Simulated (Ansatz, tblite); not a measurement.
**Si(vinyl)(OMe)3 (C₅H₁₂O₃Si): one state, many levels**

The task here is to estimate one member of a computed series from the others.

The runs use Ansatz 0.2.0, Gaussian basis; as each input shows.

The runs, in order: GFN1-xTB, GFN2-xTB, PBE-D4/def2-TZVP, r2SCAN-D4/def2-TZVP, PBE-QIDH/def2-TZVP, BLYP-D4/def2-TZVP, HF/def2-TZVP, PBE-D4/def2-SVP, PBE0-D4/def2-SVP, HF/6-31G, B3LYP-D4/6-31G, CCSD(T)/def2-SVP, MP2/def2-TZVP, RPA/def2-TZVP.

2 further runs of the same task are left out: 2 set aside as unsound or not needed.

## The structure

The singlet was relaxed beforehand with PBE-D4/def2-SVP.

21 atoms, charge 0, spin multiplicity 1.

Bond lengths: Si1–C2 1.860 Å, Si1–O7 1.665 Å, Si1–O12 1.678 Å, Si1–O17 1.666 Å, C2–C3 1.349 Å, C2–H4 1.107 Å, C3–H5 1.103 Å, C3–H6 1.104 Å, O7–C8 1.418 Å, C8–H9 1.112 Å, C8–H10 1.109 Å, C8–H11 1.114 Å, O12–C13 1.414 Å, C13–H14 1.115 Å, C13–H15 1.110 Å, C13–H16 1.114 Å, O17–C18 1.415 Å, C18–H19 1.114 Å and more. Angles: C2–Si1–O7 105.9°, C2–Si1–O12 111.0°, C2–Si1–O17 115.1°, O7–Si1–O12 113.5°, O7–Si1–O17 107.2°, O12–Si1–O17 104.3°, Si1–C2–C3 123.3°, Si1–C2–H4 118.2°, C3–C2–H4 118.5°, C2–C3–H5 120.9°, C2–C3–H6 122.3°, H5–C3–H6 116.8°, Si1–O7–C8 123.8°, O7–C8–H9 111.7°, O7–C8–H10 108.6°, O7–C8–H11 111.7°, H9–C8–H10 108.6°, H9–C8–H11 108.0° and more.

PBE0-D4/def2-TZVP was run before; its log isn't repeated, and its numbers join the tables.

The first run:

Tight binding, by tblite at 300 K electronic temperature and without a spin-polarisation term:

```python
tblite.interface.Calculator('GFN1-xTB', numbers, positions, charge=0, uhf=0).singlepoint()
```

Tight binding, by tblite at 300 K electronic temperature and without a spin-polarisation term:

```python
tblite.interface.Calculator('GFN2-xTB', numbers, positions, charge=0, uhf=0).singlepoint()
```

start.molden holds the orbitals of an earlier run on this state, given as this run's starting guess.

in.yaml

```yaml
crystal:
  periodic: [false, false, false]
  atoms:
    - {symbol: Si, position_ang: [-0.039261, -0.201816, 0.106499]}
    - {symbol: C, position_ang: [0.078927, -0.053104, 1.956431]}
    - {symbol: C, position_ang: [1.216505, -0.277644, 2.645801]}
    - {symbol: H, position_ang: [-0.829471, 0.239220, 2.516870]}
    - {symbol: H, position_ang: [2.145108, -0.571040, 2.127379]}
    - {symbol: H, position_ang: [1.267743, -0.184541, 3.745028]}
    - {symbol: O, position_ang: [1.488240, -0.608792, -0.417898]}
    - {symbol: C, position_ang: [1.787948, -1.000349, -1.747015]}
    - {symbol: H, position_ang: [1.115186, -1.813718, -2.097245]}
    - {symbol: H, position_ang: [2.833969, -1.368295, -1.780195]}
    - {symbol: H, position_ang: [1.697214, -0.148238, -2.458197]}
    - {symbol: O, position_ang: [-0.624215, 1.215690, -0.574636]}
    - {symbol: C, position_ang: [-0.096312, 2.502025, -0.315651]}
    - {symbol: H, position_ang: [-0.012681, 2.715302, 0.775209]}
    - {symbol: H, position_ang: [-0.770141, 3.261485, -0.764036]}
    - {symbol: H, position_ang: [0.915687, 2.633428, -0.762319]}
    - {symbol: O, position_ang: [-1.079441, -1.382095, -0.442848]}
    - {symbol: C, position_ang: [-2.480701, -1.255401, -0.593293]}
    - {symbol: H, position_ang: [-3.011861, -1.414375, 0.373254]}
    - {symbol: H, position_ang: [-2.834669, -2.031092, -1.304135]}
    - {symbol: H, position_ang: [-2.767785, -0.256640, -0.988992]}
basis:
  gaussian: {orbitals: def2-TZVP, initial_orbitals: start.molden}
hamiltonian: {xc: pbe, dispersion: d4}
scf: {omitted_lower_state_checks: [starts]}
output: {orbitals: {seedname: orbitals}}
```

The run is started by

```
> ansatz run in.yaml --threads 2 --pin off --events-out ev --progress --plain --max-ram 32768MiB --backend cuda --devices 0, --max-vram 18GiB
```

Among the steps run: PBE-D4/def2-TZVP; r2SCAN-D4/def2-TZVP; PBE-QIDH/def2-TZVP; BLYP-D4/def2-TZVP; HF/def2-TZVP; PBE-D4/def2-SVP; PBE0-D4/def2-SVP; HF/6-31G; B3LYP-D4/6-31G; CCSD(T)/def2-SVP; MP2/def2-TZVP; RPA/def2-TZVP.

One table of the session follows, with a row left open; its other results are not shown here.

It belongs to the step «Binding energy». 

```
             method  binding an atom (eV)
           HF/6-31G                 2.775
        HF/def2-SVP                 3.109
       HF/def2-TZVP                 3.081
    PBE-D4/def2-SVP                 4.322
   PBE-D4/def2-TZVP                 4.301
  BLYP-D4/def2-TZVP                 4.217
r2SCAN-D4/def2-TZVP                 4.225
     B3LYP-D4/6-31G                     ?
   PBE0-D4/def2-SVP                 4.238
  PBE0-D4/def2-TZVP                 4.218
       MP2/def2-SVP                 4.059
      MP2/def2-TZVP                 4.149
      CCSD/def2-SVP                 3.965
   CCSD(T)/def2-SVP                 4.006
```

Estimate the missing values for B3LYP-D4/6-31G.

**Answer.** binding an atom (eV): 3.990. In the column «binding an atom (eV)» it lies between CCSD/def2-SVP (3.965) and CCSD(T)/def2-SVP (4.006).

Caveats from the session: Free atoms were run apart at each level; binding is atoms less cluster, divided by the number of atoms, without zero-point or spin-orbit terms.
